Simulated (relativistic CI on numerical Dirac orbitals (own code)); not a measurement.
# Li: one ion under different settings

Aim: see what numerical and physical settings do to the SCF, the total energy and the lowest levels of Li.

Program: relativistic CI on numerical Dirac orbitals (own code) version 3. Level of theory: Dirac-Coulomb-Breit CI, KLI orbitals optimised for each configuration, model QED (radiative potential, 1s self-energy scaled to tabulated hydrogen-like ionisation energies), numerical settings as typed. These are calculated values, not measurements, unless marked.

**1. The system**

| Property | Result |
| --- | --- |
| ion | Li (Li I) |
| nuclear charge | 3 |
| electrons | 3 |
| isotope | A = 7 |

**2. The usual input**

Input settings:

```ini
atom Li  Z=3  charge=0  electrons=3
nucleus A=7  rms_radius_fm=2.4440
hamiltonian dirac-coulomb  breit=on  qed=on  c_scale=1
orbitals kli  potential=per-configuration
slater_scale 1
correlation none
mixing on
grid step=0.0125 r_max=62.6
scf mixing=0.4 start=green max_iterations=150 tolerance=2e-08 node_fill=0.05
configurations
  [He] 2s
end
```

Started as:

```console
$ python run_levels.py task.json out
```

One command runs all members of the session, one after another, from task.json.

**3. Start potential thomas-fermi**

The settings differ from step 2 so:

```diff
@@ -8,3 +8,3 @@
 grid step=0.0125 r_max=62.6
-scf mixing=0.4 start=green max_iterations=150 tolerance=2e-08 node_fill=0.05
+scf mixing=0.4 start=thomas-fermi max_iterations=150 tolerance=2e-08 node_fill=0.05
 configurations
```

**4. Grid step 0.02**

The settings differ from step 3 so:

```diff
@@ -7,4 +7,4 @@
 mixing on
-grid step=0.0125 r_max=62.6
-scf mixing=0.4 start=thomas-fermi max_iterations=150 tolerance=2e-08 node_fill=0.05
+grid step=0.02 r_max=62.6
+scf mixing=0.4 start=green max_iterations=150 tolerance=2e-08 node_fill=0.05
 configurations
```

**5. Potential mixing 0.9**

The settings differ from step 4 so:

```diff
@@ -7,4 +7,4 @@
 mixing on
-grid step=0.02 r_max=62.6
-scf mixing=0.4 start=green max_iterations=150 tolerance=2e-08 node_fill=0.05
+grid step=0.0125 r_max=62.6
+scf mixing=0.9 start=green max_iterations=150 tolerance=2e-08 node_fill=0.05
 configurations
```

**6. Potential mixing 0.7, Breit term off, QED terms off**

Input settings:

```ini
atom Li  Z=3  charge=0  electrons=3
nucleus A=7  rms_radius_fm=2.4440
hamiltonian dirac-coulomb  breit=off  qed=off  c_scale=1
orbitals kli  potential=per-configuration
slater_scale 1
correlation none
mixing on
grid step=0.0125 r_max=62.6
scf mixing=0.7 start=green max_iterations=150 tolerance=2e-08 node_fill=0.05
configurations
  [He] 2s
end
```

**7. Node fill 50**

Input settings:

```ini
atom Li  Z=3  charge=0  electrons=3
nucleus A=7  rms_radius_fm=2.4440
hamiltonian dirac-coulomb  breit=on  qed=on  c_scale=1
orbitals kli  potential=per-configuration
slater_scale 1
correlation none
mixing on
grid step=0.0125 r_max=62.6
scf mixing=0.4 start=green max_iterations=75 tolerance=2e-08 node_fill=50
configurations
  [He] 2s
end
```

**8. Speed-of-light factor 0.2**

Input settings:

```ini
atom Li  Z=3  charge=0  electrons=3
nucleus A=7  rms_radius_fm=2.4440
hamiltonian dirac-coulomb  breit=on  qed=on  c_scale=0.2
orbitals kli  potential=per-configuration
slater_scale 1
correlation none
mixing on
grid step=0.0125 r_max=62.6
scf mixing=0.4 start=green max_iterations=86 tolerance=2e-08 node_fill=0.05
configurations
  [He] 2s
end
```

(Steps that only read results are left out.)

**Question.** What will these runs give? Wanted: lowest level, usual settings; total energy.

As calculated:

| setting | total energy less usual (Ha) | largest shift of a level among the lowest eight of both runs, same label and place (cm⁻¹) | SCF iterations | time | lowest level | kind of change |
| --- | --- | --- | --- | --- | --- | --- |
| usual | 0 | 0 | 8 | 0.029 s | 2s 2S1/2 | - |
| start potential thomas-fermi | 0 | - | 10 | 0.029 s | 2s 2S1/2 | numerical |
| grid step 0.02 | 3.32e-07 | - | 8 | 0.021 s | 2s 2S1/2 | numerical |
| potential mixing 0.9 | 0 | - | 7 | 0.028 s | 2s 2S1/2 | numerical |
| potential mixing 0.7, Breit term off, QED terms off | -0.000378 | - | 8 | 0.0066 s | 2s 2S1/2 | model term |
| node fill 50 | 0.0284 | - | 16 | 0.031 s | 2s 2S1/2 | unsound |
| speed-of-light factor 0.2 | -0.0131 | - | 8 | 0.029 s | 2s 2S1/2 | unsound |

| quantity | value |
| --- | --- |
| lowest level, usual settings | 2s 2S1/2 |
| total energy | -7.4327 Ha |

What this shows: No visible change in the result comes from «start potential thomas-fermi» or «grid step 0.02» or «potential mixing 0.9». «Node fill 50» costs 16 SCF iterations against 8. Only the listed configurations are in the model. In a near-neutral ion this small CI can misplace whole configurations by 10,000 cm⁻¹ or more.
